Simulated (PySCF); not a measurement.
**A gas-phase reaction: AlF2H2N + H2 → AlF2H + H3N**

Aim: the reaction energy of `[NH2][Al]([F])[F]` + `[H][H]` → `[F][AlH][F]` + `N`.

Computed with PySCF 2.14.0; each step states its level. No surroundings beyond the atoms listed, unless a continuum is named. Atoms count from 0, parts from 1.

### Step 1. Starting point

Each species was relaxed by itself at PBE0-D3(BJ)/def2-SVPD.

### Step 2. Reaction energy: wB97M-D3(BJ)/def2-TZVPD

Job settings and geometry (Å):

```
{"job": {"kind": "react", "xc": "wB97M-D3(BJ)", "basis": "def2-TZVPD"}, "charge": 0, "multiplicity": 1}
-1 AlF2H2N charge 0 multiplicity 1
N      0.100620     0.877740    -0.358340
Al    -0.074190    -0.755100     0.255550
F      1.263770    -1.682640     0.601350
F     -1.581520    -1.414960     0.504800
H     -0.673170     1.492630    -0.570550
H      0.986820     1.333060    -0.528540

-1 H2 charge 0 multiplicity 1
H      0.379950     0.003820    -0.016010
H     -0.379950    -0.003820     0.016010

+1 AlF2H charge 0 multiplicity 1
F     -1.158300    -1.072930    -0.454480
Al     0.040290    -0.014040     0.014380
F     -0.347310     1.605370     0.077930
H      1.469490    -0.519720     0.378600

+1 H3N charge 0 multiplicity 1
N     -0.001130    -0.000050     0.284430
H     -0.565580    -0.751920    -0.100240
H     -0.362900     0.869720    -0.095730
H      0.940010    -0.116670    -0.079640
```

Method: wB97M-D3(BJ)/def2-TZVPD reaction energy of separated species, gas phase.

Launch:

```bash
$ OMP_NUM_THREADS=1 python cluster_run.py task.json out
```

The driver reads the jobs from task.json and runs them one after another.

**Question.** The jobs that follow are: PBE0-D3(BJ)/def2-TZVPD reaction energy of separated species, gas phase; MP2/def2-TZVPD reaction energy of separated species, gas phase. Predict: reaction energy (wB97M-D3(BJ)/def2-TZVPD); ΔH, ΔG at 298 K (xTB thermal terms). Thermal terms come from harmonic xTB runs on each species.

As calculated:

| quantity | value |
| --- | --- |
| reaction energy (wB97M-D3(BJ)/def2-TZVPD) | 15.67 kcal/mol |
| ΔH, ΔG at 298 K (xTB thermal terms) | +19.7, +18.2 kcal/mol |
| range of the reaction energy over the runs of this table | 15.32 to 19.04 kcal/mol |

In words: The reaction is endothermic by 19.7 kcal/mol in the gas phase; dispersion gives +0.44, and xTB itself gave -3.58 for the electronic energy (xTB energies and thermal terms come from the earlier relaxation of each species, not shown). No barrier was sought. xTB and this level differ widely in the electronic energy, so what comes from xTB (the thermal terms above all) is less safe here. The reaction energy runs from 15.32 (PBE0-D3(BJ)/def2-TZVPD) to 19.04 kcal/mol (MP2/def2-TZVPD).
